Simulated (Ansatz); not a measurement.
# CH3AlClFO: the cost of one run

Computed with the Python package of Ansatz 0.2.0. Level of theory: CAM-B3LYP/def2-SVP.

## Step 1: The structure

Bond lengths: C1–O2 1.372 Å, O2–Al3 1.867 Å, Al3–F4 1.814 Å, Al3–Cl5 2.197 Å, C1–H6 1.091 Å, C1–H7 1.082 Å, C1–H8 1.169 Å. Angles: C1–O2–Al3 109.9°, O2–C1–H6 111.3°, O2–C1–H7 113.4°, O2–C1–H8 107.1°, H6–C1–H7 110.8°, H6–C1–H8 103.9°, H7–C1–H8 109.8°, O2–Al3–F4 119.2°, O2–Al3–Cl5 120.5°, F4–Al3–Cl5 120.1°.

The script holds or builds the structure itself.

## Step 2: The code

Contents of spin.py:

```python
"""Gap between spin states of CH3AlClFO at one geometry."""

import warnings

import ansatz as az

GEOMETRY = """
C    -0.48800   -0.37220    1.08170
O     0.75700    0.04670    0.68680
Al    0.78450    0.30800   -1.16210
F     1.28160   -1.06190   -2.24210
Cl    0.34920    2.28430   -2.01670
H    -0.55070   -0.45990    2.16780
H    -0.80490   -1.28980    0.60350
H    -1.23660    0.48780    0.82530
"""

warnings.simplefilter("ignore", az.DeckWarning)

molecule = az.Crystal.molecule()
for line in GEOMETRY.strip().splitlines():
    symbol, *xyz = line.split()
    molecule = molecule.atom(symbol, [float(v) for v in xyz])

base = molecule.calculation()
base = base.basis(gaussian="def2-SVP")
base = base.functional("CAM-B3LYP")
found = {}
for unpaired in [0, 2]:
    rep = base.spin("collinear", total=unpaired).run(threads=1, backend="cpu").report
    s = unpaired / 2
    found[unpaired] = rep["free_energy_ev"]
    print(f"2S+1 = {unpaired + 1}: E = {found[unpaired]:.5f} eV, <S^2> = {abs(rep['mean_field']['state']['spin_squared']):.3f} (pure state {s * (s + 1):.2f})")
lowest = min(found, key=found.get)
for unpaired, e in found.items():
    print(f"multiplicity {unpaired + 1}: {(e - found[lowest]):.3f} eV above the lowest")
```

## Step 3: What the engine is handed

The package turns the script's settings into the engine's input (first run):

```yaml
crystal:
  periodic: [false, false, false]
  atoms:
    - { symbol: C, position_ang: [-0.488, -0.3722, 1.0817] }
    - { symbol: O, position_ang: [0.757, 0.0467, 0.6868] }
    - { symbol: Al, position_ang: [0.7845, 0.308, -1.1621] }
    - { symbol: F, position_ang: [1.2816, -1.0619, -2.2421] }
    - { symbol: Cl, position_ang: [0.3492, 2.2843, -2.0167] }
    - { symbol: H, position_ang: [-0.5507, -0.4599, 2.1678] }
    - { symbol: H, position_ang: [-0.8049, -1.2898, 0.6035] }
    - { symbol: H, position_ang: [-1.2366, 0.4878, 0.8253] }
basis:
  gaussian:
    orbitals: def2-SVP
hamiltonian:
  xc: cam_b3lyp
magnetization:
  spin_polarized: true
  initial_magnetization: 0.0
```

## Step 4: The run

Started as:

```bash
> python spin.py
```

What time and memory should one allow on 1 thread of Arm Neoverse V2, shared host?

About 17 s, with a peak of 0.35 GiB.
